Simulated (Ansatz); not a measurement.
# H₂I₂O₂Ti: a ladder of functionals and wavefunction methods

The task here is to estimate one member of a computed series from the others.

The runs use Ansatz 0.2.0, Gaussian basis; functionals in def2-TZVPP, the program's frozen cores in correlated methods.

The runs, in order: LDA (SPW92), PBE-D4, revPBE-D4, BLYP-D4, r2SCAN-D4, B97M-V, PBE0-D4, B3LYP-D4, r2SCANh-D4, r2SCAN0-D4, HSE06-D4, BHLYP-D4, CAM-B3LYP-D4, LC-ωPBE, ωB97X-V, ωB97M-V, B2PLYP, PBE-QIDH; CCSD(T)/def2-SVP; MP2/def2-TZVPP; MP2/def2-QZVPP; RPA on PBE.

## Structure used throughout

All runs share one geometry, relaxed beforehand with PBE0-D4 in a triple-zeta def2 set. I takes the def2 core potential; no spin-orbit term is included.

SMILES `[OH][Ti]([OH])([I])[I]`, 7 atoms, charge 0, spin multiplicity 1.

Atoms are counted from 1 here; the program's logs count them from 0.

Bond lengths: O1–Ti2 1.754 Å, O1–H6 0.958 Å, Ti2–O3 1.764 Å, Ti2–I4 2.573 Å, Ti2–I5 2.573 Å, O3–H7 0.959 Å. Angles: Ti2–O1–H6 143.4°, O1–Ti2–O3 110.2°, O1–Ti2–I4 108.7°, O1–Ti2–I5 108.7°, O3–Ti2–I4 110.2°, O3–Ti2–I5 110.2°, I4–Ti2–I5 108.9°, Ti2–O3–H7 135.1°.

The first run:

in.yaml

```yaml
crystal:
  periodic: [false, false, false]
  atoms:
    - {symbol: O, position_ang: [-0.899380, -0.074367, 1.190596]}
    - {symbol: Ti, position_ang: [0.038770, 0.122660, -0.278044]}
    - {symbol: O, position_ang: [1.486609, -0.882586, -0.214601]}
    - {symbol: I, position_ang: [-1.420354, -0.550626, -2.287104]}
    - {symbol: I, position_ang: [0.689725, 2.600176, -0.516527]}
    - {symbol: H, position_ang: [-1.697585, 0.209349, 1.637555]}
    - {symbol: H, position_ang: [1.863515, -1.492608, 0.422525]}
basis:
  gaussian: {orbitals: def2-TZVPP}
hamiltonian: {xc: lda}
output: {orbitals: {seedname: orbitals}}
```

On the command line:

```console
$ ansatz run in.yaml --threads 4 --pin off --events-out ev --progress --plain --max-ram 11315MiB
```

Among the steps run: LDA; PBE-D4 (GGA); revPBE-D4 (GGA); BLYP-D4 (GGA); r2SCAN-D4 (meta-GGA); B97M-V (meta-GGA); PBE0-D4 (hybrid); B3LYP-D4 (hybrid); r2SCANh-D4 (hybrid); r2SCAN0-D4 (hybrid); HSE06-D4 (hybrid); BHLYP-D4 (hybrid); CAM-B3LYP-D4 (range-separated); LC-ωPBE (range-separated); ωB97X-V (range-separated); ωB97M-V (range-separated); B2PLYP (double hybrid); PBE-QIDH (double hybrid).

One table of the session follows, with a row left open; its other results are not shown here.

It belongs to the step «Orbital energies across the functionals». 

```
  functional  HOMO (eV)  LUMO (eV)  gap (eV)
 LDA (SPW92)      -6.51      -3.96      2.55
      PBE-D4      -6.34      -3.74      2.60
   revPBE-D4      -6.28      -3.67      2.61
     BLYP-D4      -6.16      -3.62      2.54
   r2SCAN-D4      -6.64      -3.73      2.91
      B97M-V      -6.59      -3.67      2.92
     PBE0-D4      -7.42      -2.96      4.46
    B3LYP-D4      -7.18      -3.17      4.01
  r2SCANh-D4      -7.03      -3.42      3.61
  r2SCAN0-D4      -7.62      -2.93      4.69
    HSE06-D4      -7.04      -3.33      3.71
    BHLYP-D4      -8.33      -1.97      6.37
CAM-B3LYP-D4      -8.58      -1.96      6.62
     LC-ωPBE          ?          ?         ?
     ωB97X-V      -9.54      -0.96      8.58
     ωB97M-V      -9.42      -0.97      8.45
```

**Question.** Estimate the row for LC-ωPBE.

As computed: HOMO (eV): -9.85; LUMO (eV): -0.96; gap (eV): 8.89. In the column «HOMO (eV)» it is the lowest.
